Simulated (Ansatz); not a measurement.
CHClFNSn, SMILES N#[C][SnH]([F])[Cl], a single point in a Gaussian basis

With the Python package of Ansatz (0.2.0).

Input file `chclfnsn.xyz`:
```text
6

N     1.99410   -1.65920    0.94110
C     1.08470   -0.93370    0.55840
Sn   -0.49490    0.30720   -0.12440
F    -1.83720   -0.77880   -0.80350
Cl    0.34340    1.70500   -1.83750
H    -1.04800    1.29550    1.21980
```

At the Python prompt:
```pycon
>>> from dataclasses import dataclass
>>> import ansatz
>>> @dataclass
... class RunConfig:
...     basis: str = "def2-SVP"
...     functional: str = "pbe0"
...     dispersion: str = "d3bj"
...
>>> cfg = RunConfig()
>>> molecule = ansatz.Crystal.molecule_from_extxyz("chclfnsn.xyz")
>>> base = (
...     molecule.calculation()
...     .basis(gaussian=cfg.basis)
...     .functional(cfg.functional, dispersion=cfg.dispersion)
... )
>>> rep = base.session().plan(threads=1).execute().report
>>> for key in ("converged", "free_energy_ev", "reference_energy_ev", "n_frozen", "n_occupied", "n_virtual"):
...     print(f"{key:22s} {rep[key]}")
...
converged              True
free_energy_ev         -23597.047773981485
reference_energy_ev    -23596.916650690076
n_frozen               0
n_occupied             [31, 31]
n_virtual              [60, 60]
```

Caveats:
- Total energies depend on the basis set; only differences at equal settings carry meaning.
- The geometry is a force-field or estimated start, not a minimum of this method, and the basis set is short of its limit.
- def2 sets replace the cores of elements past krypton by effective core potentials.
- Total less reference energy is the dispersion correction.
- Hardware and time: 3.9 s on 1 thread of Arm Neoverse V1, with other jobs on the host, peak memory 0.24 GiB.
